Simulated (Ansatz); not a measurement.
The system is SiF.

```
Si F
1.0
     3.02860    0.00000    0.00000
     0.00000    3.02860    0.00000
     0.00000    0.00000    3.02860
Si F
1 1
Direct
  0.50000 0.50000 0.50000
  0.00000 0.00000 0.00000
```

The cell was built by a generator and needn't be a form met in nature.

| Item | Value |
| --- | --- |
| Program | Ansatz 0.2.0 |
| Task | relaxation of cell and atoms |
| Functional | HSEsol |
| Potentials or basis | Ansatz PAW |
| Cutoff | 420 eV (not typed: the program's choice for these potentials) |
| k mesh | 5 × 5 × 5 |
| Occupations | fermi-dirac, width 0.05 eV |
| Spin | no spin polarisation |

At the start: volume 13.89 Å³/atom.

Q: Where does the relaxation end?

A: It ends after 7 steps and the volume is 13.18 Å³/atom (-5.1 %); space group Pm-3m (No. 221, to 0.05 Å).

Step by step:
| step | energy change (eV) | largest force (eV/Å) | volume (Å³) |
| --- | --- | --- | --- |
| 1 | 0.0000 | 0.0000 | 27.78 |
| 2 | -0.0199 | 0.0000 | 25.99 |
| 3 | -0.0211 | 0.0000 | 26.44 |
| 4 | -0.0212 | 0.0000 | 26.41 |
| 5 | -0.0197 | 0.0000 | 26.41 |
| 6 | -0.0199 | 0.0000 | 26.35 |
| 7 | -0.0198 | 0.0000 | 26.35 |

Final structure:
```cif
data_structure
_symmetry_space_group_name_H-M 'P 1'
_symmetry_Int_Tables_number 1
_cell_length_a 2.9759
_cell_length_b 2.9759
_cell_length_c 2.9759
_cell_angle_alpha 90.000
_cell_angle_beta 90.000
_cell_angle_gamma 90.000
_cell_volume 26.35
loop_
_atom_site_label
_atom_site_type_symbol
_atom_site_fract_x
_atom_site_fract_y
_atom_site_fract_z
_atom_site_occupancy
Si1 Si 0.50000 0.50000 0.50000 1
F1 F 0.00000 0.00000 0.00000 1
```

Caveat: the k mesh is coarse (spacing up to 0.41 Å⁻¹), so the values aren't converged, least of all with exact exchange; the plane-wave basis is chosen anew once the cell has moved, so the energies of steps on either side of that aren't comparable; an odd number of electrons without spin polarisation forces a metal; a magnetic or distorted state may lie lower; the PAW data sets come from PBE, with cores solved anew for the run's functional, which leaves a small shift of forces and pressure.
